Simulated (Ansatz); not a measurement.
# Two structures of Ag: comparison of enthalpies under pressure, by script

An exercise on one series of results from a longer session: the logs are not shown, and one member is left open.

Program: Ansatz 0.2.0, driven from Python. Level of theory: DFT LDA, plane waves, PAW. These are calculated values, not measurements.

## The system

Ag Pm-3m: It takes space group Pm-3m (No. 221, cubic). The conventional cell has a = 2.660 Å, b = 2.660 Å, c = 2.660 Å, α = 90.00°, β = 90.00°, γ = 90.00°. Ag (site symmetry m-3m) has 6 Ag at 2.66 Å as nearest neighbours.

Ag P6_3/mmc: Symmetry: P6_3/mmc, No. 194, hexagonal system. Conventional cell: a = 2.890 Å, b = 2.890 Å, c = 4.719 Å, α = 90.00°, β = 90.00°, γ = 120.00°. Ag (site symmetry -6m2) has 12 Ag at 2.89 Å as nearest neighbours.

The script holds or builds the structure itself.

Set-up of the first run:

The input, transition.py:

```python
"""Enthalpies of two structures of Ag under pressure."""

import warnings

import ansatz as az
import numpy as np


def sc(first, a):
    return (
        az.Lattice.cubic(a)
        .space_group(221)
        .atom(first, (0, 0, 0))
    )


def hcp(first, a):
    return (
        az.Lattice.from_parameters(a, a, 1.633 * a, alpha=90, beta=90, gamma=120)
        .space_group(194)
        .atom(first, (1 / 3, 2 / 3, 0.25))
    )


def solve(name, crystal, pressure=0.0):
    calc = crystal.calculation()
    calc = calc.functional(az.Functional.LDA).basis(500)
    calc = calc.kpoints(spacing=0.27).occupations("cold", width=0.1)
    calc = calc.relax(force_tolerance=0.02, cell=True, pressure=pressure)
    return calc.run(threads=1, backend="cpu")


def volume_per_atom(outcome):
    return abs(np.linalg.det(outcome.lattice.cell_ang)) / len(outcome.lattice.sites)


def main() -> None:
    warnings.simplefilter("ignore", az.DeckWarning)

    phases = {}
    phases["sc"] = sc("Ag", 2.66)
    phases["hcp"] = hcp("Ag", 2.89)

    # enthalpy per atom at each pressure
    pressures = [0, 15, 30, 45]
    enthalpy, volume = {name: [] for name in phases}, {name: [] for name in phases}
    for p in pressures:
        for name, crystal in phases.items():
            o = solve(name, crystal, pressure=p)
            volume[name].append(volume_per_atom(o))
            enthalpy[name].append(o.report["energy_sigma0_ev"] / len(o.lattice.sites) + p * volume[name][-1] / 160.21766)
    gap = np.array(enthalpy["hcp"]) - np.array(enthalpy["sc"])
    rows = [(p, va, vb, 1000 * d) for p, va, vb, d in zip(pressures, volume["sc"], volume["hcp"], gap)]
    print("   P (GPa)  V sc (A^3/atom)  V hcp (A^3/atom)  H(hcp) - H(sc) (meV/atom)")
    for row in rows:
        print(f"{row[0]:10d}  {row[1]:15.3f}  {row[2]:16.3f}  {row[3]:+25.1f}")
    crossings = [p0 - g0 * (p1 - p0) / (g1 - g0) for p0, p1, g0, g1 in zip(pressures, pressures[1:], gap, gap[1:]) if g0 * g1 < 0]
    print("crossing near", [round(float(p), 1) for p in crossings], "GPa") if crossings else print("no crossing in this range")


if __name__ == "__main__":
    main()
```

Command:

```sh
python transition.py
```

Among the steps run: Launch.

One of the session's tables, all rows but one given; the rest of the session is left out.

Enthalpy H = E + pV of the second structure less the first:

```
pressure (GPa)  ΔH (meV/atom)
             0         -384.1
            15              ?
            30         -746.8
            45         -892.9
```

Estimate the missing values for pressure (GPa) = 15.

Worked estimate for «ΔH (meV/atom)». A straight line through the neighbours (0, -384.1) and (30, -746.8) gives -384.1 + (-746.8 + 384.1) × (15 − 0) / (30 − 0) = -565.5; a parabola fitted to 3 rows on both sides gives -577.2.

As computed: ΔH (meV/atom): -581.8. In «ΔH (meV/atom)» the line misses by +16.3 and the parabola by +4.6.

Caveats from the session: What to keep in mind:
- At a fixed pressure a relaxation lowers the enthalpy F + PV, while F alone can rise.
- For the metals among these cells the mesh is coarse, so their volumes and pressures are rough.
- Only these two structures are compared, at zero temperature and with their symmetry kept; either may be hypothetical, and another phase may be lower than both.
